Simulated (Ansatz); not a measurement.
# GaHSi: the cost of one run

Method: def2-QZVPP, all electrons in the functionals; program: Ansatz 0.2.0, Gaussian basis.

Plan: PBE, BLYP, r2SCAN, B97M-V, PBE0, B3LYP, at charge 0, triplet; charge 0, singlet; charge 0, quintet; charge 1, doublet; charge 1, quartet.

10 further runs of the same task are left out: 10 set aside as unsound or not needed.

## 1. The system

The geometry is a PBE0/def2-TZVP stationary point (not a proven minimum). No spin-orbit coupling is included. The filled d shell of Ga may be among the frozen orbitals whatever the setting's name suggests; the logs give the count.

3 atoms, charge 0, spin multiplicity 3.

Atoms are counted from 1 here; the program's logs count them from 0.

Bond lengths: Si1–Ga2 2.455 Å, Si1–H3 1.509 Å. Angles: Ga2–Si1–H3 180.0°.

Coordinates:

```tsv
atom	x (Å)	y (Å)	z (Å)
Si1	0.00000	0.00000	0.31520
Ga2	0.00000	0.00000	-2.13970
H3	0.00000	0.00000	1.82450
```

No dispersion term is added; B97M-V holds VV10 nonlocal correlation. B3LYP takes the VWN-RPA correlation.

The geometry shown and the zero of energy belong to the point charge 0, triplet. The yardstick, RCCSD(T), and other wave-function levels (R restricted, U unrestricted, valence and pair active spaces) come from earlier runs.

## 2. PBE, charge 0, triplet

File in.yaml:

```yaml
crystal:
  periodic: [false, false, false]
  atoms:
    - {symbol: Si, position_ang: [0.000000, 0.000000, 0.315200]}
    - {symbol: Ga, position_ang: [0.000000, 0.000000, -2.139700]}
    - {symbol: H, position_ang: [0.000000, 0.000000, 1.824500]}
basis:
  gaussian: {orbitals: "def2-QZVPP.json"}
magnetization: {spin_polarized: true, initial_magnetization: 2}
hamiltonian: {xc: {name: PBE}}
output: {orbitals: {seedname: orbitals}}
```

Command:

```console
$ ansatz run in.yaml --threads 1 --pin off --events-out ev --progress --plain --max-ram 2393MiB
```

**Question.** How long does this run take on 1 thread of Arm Neoverse V2, shared host?

About 4.1 s.
